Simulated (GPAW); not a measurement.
The system is NbRu3C.

```
Ru Nb C
1.0
     4.06514    0.00000    0.00000
     0.00000    4.06514    0.00000
     0.00000    0.00000    4.06514
Ru Nb C
3 1 1
Direct
  0.50000 0.50000 0.00000
  0.50000 0.00000 0.50000
  0.00000 0.50000 0.50000
  0.00000 0.00000 0.00000
  0.50000 0.50000 0.50000
```

The cell comes from a database or a generator and needn't be the stable form of this composition.

Base run:

```yaml
Program: GPAW 26.7.0
Functional: r2SCAN
Potentials_or_basis: GPAW PAW data sets (gpaw-data 1.2.1)
Cutoff: 800 eV
Basis: pw
k_mesh: 5 × 5 × 5
Occupations: fermi-dirac, width 0.05 eV
Spin: no spin polarisation
```

Its results: pressure -6.7 GPa.

Task: The run is repeated on the same cell with these changes: functional from r2SCAN to PBE; cutoff from 800 eV to 600 eV. What comes out?

Result: Pressure -3.5 GPa.

Caveats: the PAW data sets were made with another functional, which shifts forces and pressure a little (some runs); the cutoff is short for stress and forces, so pressures can be off by a GPa or more (some runs).

Not every run made on this cell is shown here.
